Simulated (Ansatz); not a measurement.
Zr3MoC:

```
Zr Mo C
1.0
     4.94251    0.00000    0.00000
     0.00000    4.94251    0.00000
     0.00000    0.00000    4.94251
Zr Mo C
3 1 1
Cartesian
  2.4713 0.0000 0.0000
  0.0000 2.4713 0.0000
  0.0000 0.0000 2.4713
  0.0000 0.0000 0.0000
  2.4713 2.4713 2.4713
```

The cell was built by a generator and needn't be a form met in nature.

| Quantity | Value |
| --- | --- |
| Program | Ansatz 0.2.0 |
| Task | relaxation of cell and atoms |
| Functional | LDA |
| Potentials or basis | Ansatz PAW |
| Cutoff | 420 eV (not typed: the program's choice for these potentials) |
| k mesh | 5 × 5 × 5 |
| Occupations | fermi-dirac, width 0.05 eV |
| Spin | no spin polarisation |

At the start: volume 24.15 Å³/atom.

Where does the relaxation end?

It ends after 5 steps and the volume is 22.77 Å³/atom (-5.7 %); space group Pm-3m (No. 221, to 0.05 Å).

The path:
| step | energy change (eV) | largest force (eV/Å) | volume (Å³) |
| --- | --- | --- | --- |
| 1 | 0.0000 | 0.0000 | 120.74 |
| 2 | -0.0779 | 0.0000 | 110.31 |
| 3 | -0.1064 | 0.0000 | 114.03 |
| 4 | -0.1066 | 0.0000 | 113.83 |
| 5 | -0.1044 | 0.0000 | 113.83 |

Final structure:
```xyz
5
Lattice="4.8464 0.0000 0.0000 0.0000 4.8464 0.0000 0.0000 0.0000 4.8464" Properties=species:S:1:pos:R:3 pbc="T T T"
Zr    2.4232    0.0000    0.0000
Zr    0.0000    2.4232    0.0000
Zr    0.0000    0.0000    2.4232
Mo    0.0000    0.0000    0.0000
C     2.4232    2.4232    2.4232
```

Caveat: the plane-wave basis is chosen anew once the cell has moved, so the energies of steps on either side of that aren't comparable; the PAW data sets come from PBE, with cores solved anew for the run's functional, which leaves a small shift of forces and pressure.
